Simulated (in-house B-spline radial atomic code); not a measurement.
# Ta⁺: a test of the damping (share of the old matrix)

How far can the damping (share of the old matrix) be changed before the Ta⁺ run goes wrong?

Method: Dirac-Coulomb PBE, spherical fractional occupations, Fermi nucleus, basis-set limit. Code: in-house B-spline radial atomic code version 1.

## (1) What is computed

| Quantity | Value |
| --- | --- |
| element | tantalum (Z = 73) |
| charge | +1 |
| electrons | 72 |
| configuration | [Xe] 4f14 5d3 6s1 |
| Hamiltonian | Dirac-Coulomb |
| nucleus | Fermi, rms radius 5.351 fm |

Outer shells as boxes (Hund's rule):

[Xe] 4f14 5d3 6s1
```
[Xe] core
4f [↑↓][↑↓][↑↓][↑↓][↑↓][↑↓][↑↓]
5d [↑ ][↑ ][↑ ][  ][  ]
6s [↑ ]
```

The boxes only draw the filling; these runs are spin-restricted and spherical.

A run counts as converged when the orbital gradient is under the tolerance times 73 hartree (or under the basis's noise floor) and the energy moved by less than 1e-8 hartree times the root of its size. Energy differences under 5e-05 hartree are noise.

## (2) Reference run with standard settings

Settings, as recorded:

```ini
Z = 73
electrons = 72.0
configuration = [Xe] 4f14 5d3 6s1
hamiltonian = dirac
method = pbe,pbe
spin_polarised = False
nucleus = fermi
rms_radius = 5.3507
mass_number = 181
atomic_mass = 180.947998528
speed_of_light = 137.035999084
knot_spacing = 0.22
spline_order = 8
gauss_points = 12
box_radius = 35.29
max_iterations = 70
damping = 0.5
damped_steps = 3
diis_vectors = 10
tolerance = 1e-08
start = Thomas-Fermi
```

Launch:

```
$ python run_scf.py task.json out
```

task.json lists these runs, among others, and the program works through them in turn.

From the run's result record (rounded, not every field):

```text
{
  "status": "converged",
  "scf [iteration, energy, orbital gradient]": [
    [1, -15622.1256129, 0.579],
    [2, -15620.6623814, 0.293],
    [3, -15622.3949199, 0.2],
    [4, -15623.075848, 0.0906],
    [5, -15622.5260216, 0.181],
    [6, -15623.2883145, 0.00561],
    [7, -15623.2891505, 0.000873],
    [8, -15623.2891739, 6.81e-05],
    [9, -15623.2891741, 3.32e-05],
    [10, -15623.2891742, 3.95e-07]
  ],
  "energy [hartree]": {"total": -15623.2891742, "kinetic": 17530.6389105, "nuclear": -38940.8415589, "coulomb": 6104.03788782, "xc": -317.124413518},
  "orbitals [hartree, bohr; first row names the columns]": [
    ["name", "occ", "eps", "<r>"],
    ["1s1/2", 2.0, -2471.8107, 0.018666],
    ["2s1/2", 2.0, -424.64073, 0.078347],
    ["2p1/2", 2.0, -405.91443, 0.064871],
    ["2p3/2", 4.0, -359.23767, 0.072713],
    ["3s1/2", 2.0, -97.47658, 0.20432],
    ["3p1/2", 2.0, -89.136197, 0.19425],
    ["3p3/2", 4.0, -79.087594, 0.20882],
    ["3d3/2", 4.0, -64.978293, 0.18294],
    ["3d5/2", 6.0, -62.789489, 0.18742],
    ["4s1/2", 2.0, -20.082776, 0.4587],
    ["4p1/2", 2.0, -16.641209, 0.46445],
    ["4p3/2", 4.0, -14.327706, 0.49752],
    ["4d3/2", 4.0, -8.6667938, 0.51646],
    ["4d5/2", 6.0, -8.2417571, 0.52792],
    ["5s1/2", 2.0, -2.9399392, 1.1016],
    ["5p1/2", 2.0, -1.944002, 1.2205],
    ["5p3/2", 4.0, -1.6228257, 1.327],
    ["4f5/2", 6.0, -1.2104632, 0.63392],
    ["4f7/2", 8.0, -1.1376286, 0.64486],
    ["5d3/2", 1.2, -0.39960925, 2.0599],
    ["5d5/2", 1.8, -0.37612135, 2.1376],
    ["6s1/2", 1.0, -0.42687771, 3.0739]
  ],
  "sum_r [bohr^k]": {"-1": 533.4634, "1": 41.48102, "2": 54.18093},
  "density_at_nucleus [bohr^-3]": 1211012.0
}
```

It took 2.3 s on 1 thread, shared host.

## (3) Damping (share of the old matrix) 0

Settings: those of step 2 with these lines changed.

```diff
@@ -16,3 +16,3 @@
 max_iterations = 70
-damping = 0.5
+damping = 0
 damped_steps = 3
```

From the record:

```text
{
  "status": "converged",
  "scf [iteration, energy, orbital gradient]": [
    [1, -15622.1256129, 0.579],
    [2, -15620.6623814, 0.293],
    [3, -15616.2485322, 0.567],
    [4, -15435.0644667, 1.75],
    [5, -15497.746644, 2.8],
    [6, -15589.3558744, 1.26],
    [7, -15618.8427481, 0.327],
    [8, -15622.8335131, 0.117],
    [9, -15623.2856263, 0.0125],
    [10, -15623.2867161, 0.007],
    [11, -15623.2891711, 0.000239],
    [12, -15623.2891741, 3.44e-05],
    [13, -15623.2891742, 1.07e-06],
    [14, -15623.2891742, 1.09e-07]
  ],
  "energy [hartree]": {"total": -15623.2891742, "kinetic": 17530.638992, "nuclear": -38940.8418266, "coulomb": 6104.03807864, "xc": -317.124418165},
  "orbitals [hartree, bohr; first row names the columns]": [
    ["name", "occ", "eps", "<r>"],
    ["1s1/2", 2.0, -2471.8107, 0.018666],
    ["2s1/2", 2.0, -424.64073, 0.078347],
    ["2p1/2", 2.0, -405.91443, 0.064871],
    ["2p3/2", 4.0, -359.23766, 0.072713],
    ["3s1/2", 2.0, -97.476577, 0.20432],
    ["3p1/2", 2.0, -89.136194, 0.19425],
    ["3p3/2", 4.0, -79.087591, 0.20882],
    ["3d3/2", 4.0, -64.97829, 0.18294],
    ["3d5/2", 6.0, -62.789486, 0.18742],
    ["4s1/2", 2.0, -20.082773, 0.4587],
    ["4p1/2", 2.0, -16.641207, 0.46445],
    ["4p3/2", 4.0, -14.327703, 0.49752],
    ["4d3/2", 4.0, -8.6667912, 0.51646],
    ["4d5/2", 6.0, -8.2417546, 0.52792],
    ["5s1/2", 2.0, -2.9399376, 1.1016],
    ["5p1/2", 2.0, -1.9440005, 1.2205],
    ["5p3/2", 4.0, -1.6228243, 1.327],
    ["4f5/2", 6.0, -1.2104608, 0.63392],
    ["4f7/2", 8.0, -1.1376262, 0.64486],
    ["5d3/2", 1.2, -0.39960837, 2.0599],
    ["5d5/2", 1.8, -0.37612051, 2.1376],
    ["6s1/2", 1.0, -0.42687727, 3.0739]
  ],
  "sum_r [bohr^k]": {"-1": 533.4634, "1": 41.48101, "2": 54.18088},
  "energy_minus_base [hartree]": 3.6561687e-10
}
```

Run time: 2.1 s. Hardware: 1 thread, shared host.

energy_minus_base is the energy less that of the reference run.

## (4) Damping (share of the old matrix) 0.2

Settings: those of step 3 with these lines changed.

```diff
@@ -16,3 +16,3 @@
 max_iterations = 70
-damping = 0
+damping = 0.2
 damped_steps = 3
```

From the record:

```text
{
  "status": "converged",
  "scf [iteration, energy, orbital gradient]": [
    [1, -15622.1256129, 0.579],
    [2, -15620.6623814, 0.293],
    [3, -15619.2097774, 0.427],
    [4, -15459.2533365, 1.44],
    [5, -15510.083384, 2.63],
    [6, -15588.6435118, 1.26],
    [7, -15615.8804196, 0.455],
    [8, -15621.8310936, 0.2],
    [9, -15623.2862638, 0.0156],
    [10, -15623.2878274, 0.00567],
    [11, -15623.2891707, 0.000355],
    [12, -15623.2891741, 2.72e-05],
    [13, -15623.2891742, 6.61e-07]
  ],
  "energy [hartree]": {"total": -15623.2891742, "kinetic": 17530.6389103, "nuclear": -38940.8419566, "coulomb": 6104.03829284, "xc": -317.124420625},
  "orbitals [hartree, bohr; first row names the columns]": [
    ["name", "occ", "eps", "<r>"],
    ["1s1/2", 2.0, -2471.8107, 0.018666],
    ["2s1/2", 2.0, -424.64073, 0.078347],
    ["2p1/2", 2.0, -405.91443, 0.064871],
    ["2p3/2", 4.0, -359.23766, 0.072713],
    ["3s1/2", 2.0, -97.476575, 0.20432],
    ["3p1/2", 2.0, -89.136192, 0.19425],
    ["3p3/2", 4.0, -79.087589, 0.20882],
    ["3d3/2", 4.0, -64.978288, 0.18294],
    ["3d5/2", 6.0, -62.789484, 0.18742],
    ["4s1/2", 2.0, -20.08277, 0.4587],
    ["4p1/2", 2.0, -16.641203, 0.46445],
    ["4p3/2", 4.0, -14.3277, 0.49752],
    ["4d3/2", 4.0, -8.6667875, 0.51646],
    ["4d5/2", 6.0, -8.2417508, 0.52792],
    ["5s1/2", 2.0, -2.9399331, 1.1016],
    ["5p1/2", 2.0, -1.9439962, 1.2205],
    ["5p3/2", 4.0, -1.6228202, 1.327],
    ["4f5/2", 6.0, -1.2104569, 0.63392],
    ["4f7/2", 8.0, -1.1376223, 0.64486],
    ["5d3/2", 1.2, -0.39960555, 2.0599],
    ["5d5/2", 1.8, -0.37611781, 2.1376],
    ["6s1/2", 1.0, -0.42687577, 3.0739]
  ],
  "sum_r [bohr^k]": {"-1": 533.4634, "1": 41.48098, "2": 54.18071},
  "energy_minus_base [hartree]": 4.09272616e-10
}
```

Wall time 2 s (1 thread, shared host).

## (5) Damping (share of the old matrix) 0.8

Settings: those of step 4 with these lines changed.

```diff
@@ -16,3 +16,3 @@
 max_iterations = 70
-damping = 0.2
+damping = 0.8
 damped_steps = 3
```

From the record:

```text
{
  "status": "converged",
  "scf [iteration, energy, orbital gradient]": [
    [1, -15622.1256129, 0.579],
    [2, -15620.6623814, 0.293],
    [3, -15623.1181028, 0.0822],
    [4, -15623.2605622, 0.0343],
    [5, -15623.2156197, 0.0544],
    [6, -15623.288778, 0.00403],
    [7, -15623.2891732, 0.000222],
    [8, -15623.289174, 6.29e-05],
    [9, -15623.2891742, 1.35e-05],
    [10, -15623.2891742, 3.26e-07]
  ],
  "energy [hartree]": {"total": -15623.2891742, "kinetic": 17530.6389672, "nuclear": -38940.8416951, "coulomb": 6104.03796966, "xc": -317.124415875},
  "orbitals [hartree, bohr; first row names the columns]": [
    ["name", "occ", "eps", "<r>"],
    ["1s1/2", 2.0, -2471.8107, 0.018666],
    ["2s1/2", 2.0, -424.64073, 0.078347],
    ["2p1/2", 2.0, -405.91443, 0.064871],
    ["2p3/2", 4.0, -359.23766, 0.072713],
    ["3s1/2", 2.0, -97.476578, 0.20432],
    ["3p1/2", 2.0, -89.136196, 0.19425],
    ["3p3/2", 4.0, -79.087592, 0.20882],
    ["3d3/2", 4.0, -64.978291, 0.18294],
    ["3d5/2", 6.0, -62.789487, 0.18742],
    ["4s1/2", 2.0, -20.082775, 0.4587],
    ["4p1/2", 2.0, -16.641208, 0.46445],
    ["4p3/2", 4.0, -14.327705, 0.49752],
    ["4d3/2", 4.0, -8.6667928, 0.51646],
    ["4d5/2", 6.0, -8.2417561, 0.52792],
    ["5s1/2", 2.0, -2.9399388, 1.1016],
    ["5p1/2", 2.0, -1.9440017, 1.2205],
    ["5p3/2", 4.0, -1.6228254, 1.327],
    ["4f5/2", 6.0, -1.2104623, 0.63392],
    ["4f7/2", 8.0, -1.1376277, 0.64486],
    ["5d3/2", 1.2, -0.3996091, 2.0599],
    ["5d5/2", 1.8, -0.37612121, 2.1376],
    ["6s1/2", 1.0, -0.42687765, 3.0739]
  ],
  "sum_r [bohr^k]": {"-1": 533.4634, "1": 41.48101, "2": 54.18092},
  "energy_minus_base [hartree]": 3.6743586e-10
}
```

It took 1.7 s on 1 thread, shared host.

## (6) Damping (share of the old matrix) 0.95

Settings: those of step 5 with these lines changed.

```diff
@@ -16,3 +16,3 @@
 max_iterations = 70
-damping = 0.8
+damping = 0.95
 damped_steps = 3
```

From the record:

```text
{
  "status": "converged",
  "scf [iteration, energy, orbital gradient]": [
    [1, -15622.1256129, 0.579],
    [2, -15620.6623814, 0.293],
    [3, -15621.6688228, 0.235],
    [4, -15622.2434459, 0.192],
    [5, -15620.1539853, 0.371],
    [6, -15623.2392771, 0.0413],
    [7, -15623.2890467, 0.00155],
    [8, -15623.2891259, 0.000992],
    [9, -15623.2891741, 1.29e-05],
    [10, -15623.2891742, 1.03e-06],
    [11, -15623.2891742, 4.52e-08]
  ],
  "energy [hartree]": {"total": -15623.2891742, "kinetic": 17530.6390059, "nuclear": -38940.8419074, "coulomb": 6104.0381469, "xc": -317.124419591},
  "orbitals [hartree, bohr; first row names the columns]": [
    ["name", "occ", "eps", "<r>"],
    ["1s1/2", 2.0, -2471.8107, 0.018666],
    ["2s1/2", 2.0, -424.64073, 0.078347],
    ["2p1/2", 2.0, -405.91443, 0.064871],
    ["2p3/2", 4.0, -359.23766, 0.072713],
    ["3s1/2", 2.0, -97.476576, 0.20432],
    ["3p1/2", 2.0, -89.136193, 0.19425],
    ["3p3/2", 4.0, -79.08759, 0.20882],
    ["3d3/2", 4.0, -64.978289, 0.18294],
    ["3d5/2", 6.0, -62.789485, 0.18742],
    ["4s1/2", 2.0, -20.082772, 0.4587],
    ["4p1/2", 2.0, -16.641206, 0.46445],
    ["4p3/2", 4.0, -14.327702, 0.49752],
    ["4d3/2", 4.0, -8.6667902, 0.51646],
    ["4d5/2", 6.0, -8.2417536, 0.52792],
    ["5s1/2", 2.0, -2.9399368, 1.1016],
    ["5p1/2", 2.0, -1.9439998, 1.2205],
    ["5p3/2", 4.0, -1.6228236, 1.327],
    ["4f5/2", 6.0, -1.2104598, 0.63392],
    ["4f7/2", 8.0, -1.1376253, 0.64486],
    ["5d3/2", 1.2, -0.3996079, 2.0599],
    ["5d5/2", 1.8, -0.37612007, 2.1376],
    ["6s1/2", 1.0, -0.42687703, 3.0739]
  ],
  "sum_r [bohr^k]": {"-1": 533.4634, "1": 41.481, "2": 54.18085},
  "energy_minus_base [hartree]": 3.69254849e-10
}
```

It took 1.8 s on 1 thread, shared host.

## (7) Results

| run | outcome | iterations | energy less the reference (hartree) |
| --- | --- | --- | --- |
| reference | converged | 10 | 0 |
| damping (share of the old matrix) 0 | converged | 14 | below noise |
| damping (share of the old matrix) 0.2 | converged | 13 | below noise |
| damping (share of the old matrix) 0.8 | converged | 10 | below noise |
| damping (share of the old matrix) 0.95 | converged | 11 | below noise |

Of 4 changed inputs, 4 gave the reference energy within 5e-05 hartree. Among the runs that reach the reference energy the iterations number 10 to 14, against 10: this setting changes the number of steps, not the answer. No value tried here spoils the result.
